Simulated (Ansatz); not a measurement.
# CoNH+ (singlet): the correlation ladder, def2-SVP

An exercise on one series of results from a longer session: the logs are not shown, and one member is left open.

The runs use Ansatz 0.2.0, Gaussian basis; def2-SVP, core rule «outside noble gas», up to 10 orbitals frozen.

The runs, in order: UHF; CCSD(T) on RHF; CCSD(T) on UHF; CISD; CCSDT(Q) on RHF; CCSDT(Q) on UHF; CASSCF and MRCISD+Q, 14 electrons in 11 orbitals; CASSCF and NEVPT2, 14 electrons in 11 orbitals.

17 further runs of the same task are left out: 11 that didn't finish, 6 set aside as unsound or not needed. Runs told in other sessions of the task aren't counted.

**The geometry**

The geometry is a PBE0/def2-TZVP stationary point (not a proven minimum).

3 atoms, charge 1, spin multiplicity 1.

Atoms are counted from 1 here; the program's logs count them from 0.

Bond lengths: Co1–N2 1.544 Å, N2–H3 1.034 Å. Angles: Co1–N2–H3 180.0°.

Set-up of the first run:

The input, in.yaml:

```yaml
crystal:
  periodic: [false, false, false]
  atoms:
    - {symbol: Co, position_ang: [0.000000, 0.000000, 1.374000]}
    - {symbol: N, position_ang: [0.000000, 0.000000, -0.170000]}
    - {symbol: H, position_ang: [0.000000, 0.000000, -1.204000]}
basis:
  gaussian: {orbitals: def2-SVP}
total_charge: 1
magnetization: {spin_polarized: true, initial_magnetization: 0}
hamiltonian: {xc: hf}
output: {orbitals: {seedname: orbitals}}
```

The run is started by

```bash
ansatz run in.yaml --threads 1 --pin off --events-out ev --progress --plain --max-ram 2393MiB
```

Among the steps run: UHF; CCSD(T) on RHF; CCSD(T) on UHF; CISD; CCSDT(Q) on RHF; CCSDT(Q) on UHF; CASSCF and MRCISD+Q, 14 electrons in 11 orbitals; CASSCF and NEVPT2, 14 electrons in 11 orbitals.

One of the session's tables, all rows but one given; the rest of the session is left out.

| method | from RCCSDT(Q) (meV) |
| --- | --- |
| UHF | +10862.4 |
| RMP2 | -387.8 |
| CISD | +3746.7 |
| RCCSD | +1398.6 |
| RCCSD(T) | +251.5 |
| RCCSDT | +279.7 |
| RCCSDT(Q) | 0 |
| CASSCF valence | +7593.4 |
| NEVPT2 valence | ? |
| MRCISD valence | +562.4 |
| MRCISD+Q valence | +116.4 |

Estimate the missing values for NEVPT2 valence.

**Answer.** from RCCSDT(Q) (meV): +814.3. In the column «from RCCSDT(Q) (meV)» it lies between MRCISD valence (+562.4) and RCCSD (+1398.6).

Not comparable, so not listed: CCSD(T) on UHF; CCSDT(Q) on UHF (they don't share determinant, frozen orbitals or solution with the rows shown, or repeat one).

Caveats from the session: The determinant of HF (⟨S²⟩ 1.83) is far from a pure spin state, so its energy mixes those of several spin states; that is harmless only where they are near-degenerate. Left out of the table: RHF (another determinant or state than the rows shown). Warnings: restricted reference is unstable; spin contamination; coupled cluster took another determinant than the lowest; large T1 diagnostic.
